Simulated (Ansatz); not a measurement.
# CH₆AlFSi₂: one species, many methods

One table from this session's results is given with a row withheld; the runs are named, their logs left out.

The runs use Ansatz 0.2.0, Gaussian basis; functionals in def2-TZVPP, the program's frozen cores in correlated methods.

Plan: PBE-D4, r2SCAN-D4, PBE0-D4, B3LYP-D4, ωB97X-V, ωB97M-V, B2PLYP; CCSD(T)/def2-TZVPP; MP2/def2-QZVPP; extrapolation to the limit.

## The geometry

All runs share one geometry, relaxed beforehand with PBE0-D4 in a triple-zeta def2 set.

SMILES `FC[SiH]1[AlH][SiH2]1`, 11 atoms, charge 0, spin multiplicity 1.

Atoms are counted from 1 here; the program's logs count them from 0.

Bond lengths: F1–C2 1.389 Å, C2–Si3 1.904 Å, C2–H6 1.095 Å, C2–H7 1.094 Å, Si3–Al4 2.414 Å, Si3–Si5 2.327 Å, Si3–H8 1.498 Å, Al4–Si5 2.405 Å, Al4–H9 1.585 Å, Si5–H10 1.489 Å, Si5–H11 1.501 Å. Angles: F1–C2–Si3 111.4°, F1–C2–H6 108.2°, F1–C2–H7 108.3°, Si3–C2–H6 110.2°, Si3–C2–H7 110.4°, H6–C2–H7 108.2°, C2–Si3–Al4 140.3°, C2–Si3–Si5 128.4°, C2–Si3–H8 110.4°, Al4–Si3–Si5 60.9°, Al4–Si3–H8 99.8°, Si5–Si3–H8 107.1°, Si3–Al4–Si5 57.8°, Si3–Al4–H9 151.3°, Si5–Al4–H9 150.9°, Si3–Si5–Al4 61.3°, Si3–Si5–H10 129.9°, Si3–Si5–H11 104.5° and more.

Set-up of the first run:

File in.yaml:

```yaml
crystal:
  periodic: [false, false, false]
  atoms:
    - {symbol: F, position_ang: [-2.725680, 0.843718, 0.388992]}
    - {symbol: C, position_ang: [-1.476586, 1.384102, 0.113609]}
    - {symbol: Si, position_ang: [-0.264487, 0.053002, -0.505875]}
    - {symbol: Al, position_ang: [2.101943, -0.302626, -0.822718]}
    - {symbol: Si, position_ang: [0.803055, -1.611912, 0.720856]}
    - {symbol: H, position_ang: [-1.601018, 2.164452, -0.644827]}
    - {symbol: H, position_ang: [-1.095613, 1.851684, 1.026684]}
    - {symbol: H, position_ang: [-0.786849, -0.586813, -1.755913]}
    - {symbol: H, position_ang: [3.483815, 0.065480, -1.506773]}
    - {symbol: H, position_ang: [0.360613, -2.998089, 1.036829]}
    - {symbol: H, position_ang: [1.266108, -0.919998, 1.969838]}
basis:
  gaussian: {orbitals: def2-TZVPP}
hamiltonian: {xc: pbe, dispersion: d4}
output: {forces: true, orbitals: {seedname: orbitals}}
```

Launch:

```sh
> ansatz run in.yaml --threads 4 --pin off --events-out ev --progress --plain --max-ram 10444MiB
```

Steps of the session up to this table: PBE-D4 (GGA); r2SCAN-D4 (meta-GGA); PBE0-D4 (hybrid); B3LYP-D4 (hybrid); ωB97X-V (range-separated); ωB97M-V (range-separated); B2PLYP (double hybrid); CCSD(T) in def2-TZVPP; MP2 in def2-QZVPP.

One of the session's tables, all rows but one given; the rest of the session is left out.

```
            method  atomisation energy (eV)
            PBE-D4                   34.848
         r2SCAN-D4                   34.675
           PBE0-D4                   34.377
          B3LYP-D4                   34.220
           ωB97X-V                   34.711
           ωB97M-V                   34.372
            B2PLYP                   33.755
     HF/def2-TZVPP                   24.809
    MP2/def2-TZVPP                        ?
   CCSD/def2-TZVPP                   32.886
CCSD(T)/def2-TZVPP                   33.429
           MP2/CBS                   34.597
       CCSD(T)/CBS                   34.418
```

Estimate the missing values for MP2/def2-TZVPP.

**Answer.** atomisation energy (eV): 33.608. In the column «atomisation energy (eV)» it lies between CCSD(T)/def2-TZVPP (33.429) and B2PLYP (33.755).

Caveats from the session: Free atoms (1 F, 1 C, 2 Si, 1 Al, 6 H) were run apart at each level; the atomisation energy is their sum less the molecule, without zero-point or spin-orbit terms.
